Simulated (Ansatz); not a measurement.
# C8H8O: the cost of one run

Method: the levels named in each step, in Ansatz 0.2.0.

### 1 The system as given

Bond lengths (14 of 17 bonds, heavy atoms first): C1–C2 1.510 Å, C2–O3 1.211 Å, C2–C4 1.487 Å, C4–C5 1.394 Å, C5–C6 1.383 Å, C6–C7 1.386 Å, C7–C8 1.386 Å, C4–C9 1.396 Å, C8–C9 1.381 Å, C1–H10 1.087 Å, C1–H11 1.089 Å, C1–H12 1.087 Å, C5–H13 1.079 Å, C6–H14 1.080 Å. Angles (14 of 27 angles, heavy atoms first): C1–C2–O3 121.5°, C1–C2–C4 117.2°, O3–C2–C4 121.3°, C2–C4–C5 123.5°, C2–C4–C9 117.6°, C5–C4–C9 118.9°, C4–C5–C6 120.2°, C5–C6–C7 120.4°, C6–C7–C8 119.9°, C7–C8–C9 119.8°, C4–C9–C8 120.8°, C2–C1–H10 109.2°, C2–C1–H11 110.0°, C2–C1–H12 110.2°.

As a file:

```xyz
17

C     2.6427   -0.6760    0.2957
C     1.6471    0.3982   -0.0709
O     2.0058    1.5047   -0.4079
C     0.2055    0.0405   -0.0037
C    -0.2582   -1.2173    0.3789
C    -1.6161   -1.4760    0.4149
C    -2.5272   -0.4903    0.0702
C    -2.0775    0.7635   -0.3118
C    -0.7224    1.0252   -0.3472
H     3.6501   -0.2773    0.2040
H     2.5328   -1.5292   -0.3724
H     2.4783   -1.0071    1.3175
H     0.4322   -2.0004    0.6509
H    -1.9671   -2.4529    0.7141
H    -3.5861   -0.7001    0.1012
H    -2.7842    1.5347   -0.5802
H    -0.3503    1.9952   -0.6412
```

### 2 A rough first relaxation, PBE-D4/def2-SVP

This run stands in another session on the same molecule. It ended at:

```xyz
17

C     2.6817   -0.6725    0.2966
C     1.6646    0.3952   -0.0705
O     2.0222    1.5171   -0.4127
C     0.2031    0.0432   -0.0073
C    -0.2677   -1.2295    0.3798
C    -1.6442   -1.4940    0.4187
C    -2.5638   -0.4917    0.0708
C    -2.1036    0.7793   -0.3164
C    -0.7306    1.0429   -0.3546
H     3.6962   -0.2471    0.1980
H     2.5866   -1.5569   -0.3665
H     2.5295   -1.0278    1.3363
H     0.4398   -2.0251    0.6551
H    -2.0025   -2.4892    0.7228
H    -3.6438   -0.7021    0.1033
H    -2.8228    1.5669   -0.5883
H    -0.3391    2.0269   -0.6529
```

### 3 Relaxation, HF/STO-3G

Contents of input.yaml:

```yaml
crystal:
  periodic: [false, false, false]
  atoms:
    - { symbol: C, position_ang: [2.68173925, -0.67251728, 0.29656947] }
    - { symbol: C, position_ang: [1.66455452, 0.39524529, -0.0705407] }
    - { symbol: O, position_ang: [2.02215988, 1.51709452, -0.4127449] }
    - { symbol: C, position_ang: [0.20309982, 0.04324589, -0.00732838] }
    - { symbol: C, position_ang: [-0.26773664, -1.22946402, 0.37975019] }
    - { symbol: C, position_ang: [-1.64417183, -1.4940307, 0.41871136] }
    - { symbol: C, position_ang: [-2.5637539, -0.4917392, 0.07083308] }
    - { symbol: C, position_ang: [-2.10361675, 0.77926189, -0.31638052] }
    - { symbol: C, position_ang: [-0.73063859, 1.04286579, -0.35462305] }
    - { symbol: H, position_ang: [3.69615769, -0.2470927, 0.19800329] }
    - { symbol: H, position_ang: [2.58657372, -1.55691142, -0.3665045] }
    - { symbol: H, position_ang: [2.52949856, -1.02783558, 1.33630549] }
    - { symbol: H, position_ang: [0.43979204, -2.02511916, 0.6550949] }
    - { symbol: H, position_ang: [-2.00247843, -2.48921516, 0.72284752] }
    - { symbol: H, position_ang: [-3.64377199, -0.70207962, 0.10328378] }
    - { symbol: H, position_ang: [-2.82280197, 1.56686259, -0.58827324] }
    - { symbol: H, position_ang: [-0.3390854, 2.0268989, -0.65292379] }
basis:
  gaussian: { orbitals: STO-3G }
hamiltonian:
  xc: hf
relax:
  f_tol: 0.004
  max_steps: 150
```

Command:

```sh
> ansatz run input.yaml --threads 4 --pin off --max-ram 10240MiB --backend cpu --events-out ev --progress --plain --runs-dir out
```

What time and memory should one allow on 4 threads of Arm Neoverse V2, shared host?

About 4.8 s, with a peak of 0.13 GiB.
